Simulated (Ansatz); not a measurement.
# SnAs: a single-point run

The task is a single-point run on SnAs. The structure is shown as the input types it.

Computed with Ansatz 0.2.0 (DFT, LDA, all-electron LAPW, scalar-relativistic, unless a step's input says otherwise).

**1. The structure to begin with**

The structure is cubic, space group Fm-3m (No. 225). Conventional cell: a = 5.341 Å, b = 5.341 Å, c = 5.341 Å, α = 90.00°, β = 90.00°, γ = 90.00°. Sn (site symmetry m-3m) is surrounded by 6 As at 2.67 Å. As (site symmetry m-3m) has 6 Sn at 2.67 Å as nearest neighbours.

As a file:

```cif
data_structure
_symmetry_space_group_name_H-M 'Fm-3m'
_symmetry_Int_Tables_number 225
_cell_length_a 5.3413
_cell_length_b 5.3413
_cell_length_c 5.3413
_cell_angle_alpha 90.000
_cell_angle_beta 90.000
_cell_angle_gamma 90.000
_cell_volume 152.38
loop_
_atom_site_label
_atom_site_type_symbol
_atom_site_symmetry_multiplicity
_atom_site_Wyckoff_symbol
_atom_site_fract_x
_atom_site_fract_y
_atom_site_fract_z
_atom_site_occupancy
Sn1 Sn 4 b 0.50000 0.00000 0.00000 1
As1 As 4 a 0.00000 0.00000 0.00000 1
```

**2. Running it**

Contents of input.yaml:

```yaml
crystal:
  lattice:
    - [0.0, 2.6706504039, 2.6706504039]
    - [2.6706504039, 0.0, 2.6706504039]
    - [2.6706504039, 2.6706504039, 0.0]
  atoms:
    - { symbol: Sn, position: [0.5, 0.5, 0.5] }
    - { symbol: As, position: [0.0, 0.0, 0.0] }
kpoints:
  mp_grid: { grid: [11, 10, 12] }
  band_path:
    path:
      - [0.0, 0.0, 0.0]
      - [0.5, 0.0, 0.5]
      - [0.625, 0.25, 0.625]
      - [0.375, 0.375, 0.75]
      - [0.0, 0.0, 0.0]
      - [0.5, 0.5, 0.5]
      - [0.5, 0.25, 0.75]
      - [0.5, 0.0, 0.5]
    npoints: 6
scf:
  occupations: { method: fermi_dirac, width: 0.05 }
  max_iter: 60
hamiltonian:
  xc: lda
  pseudopotentials: { kind: all_electron, lapw: { basis_error: 0.001 } }
output:
  forces: true
  stress: true
  eigenvalues: true
  populations: true
```

The run is started by

```console
> ansatz run input.yaml --threads 1 --pin off --max-ram 2048MiB --backend cpu --events-out ev --progress --plain --runs-dir out
```

What happens when this is run?

The run converged and reported no error, with warnings (cushion ram shed, subspace factor ram capped, symmetry narrowed by mesh). It gives a pressure of 21 GPa, which is large; a structure far from rest gives such values too, whatever the setting.

The suspect setting: kpoints.mp_grid.grid is [11, 10, 12]. The risk: uneven k-mesh. The run converged, but that does not make its result sound.

To check: set kpoints.mp_grid.grid to [11, 11, 11].
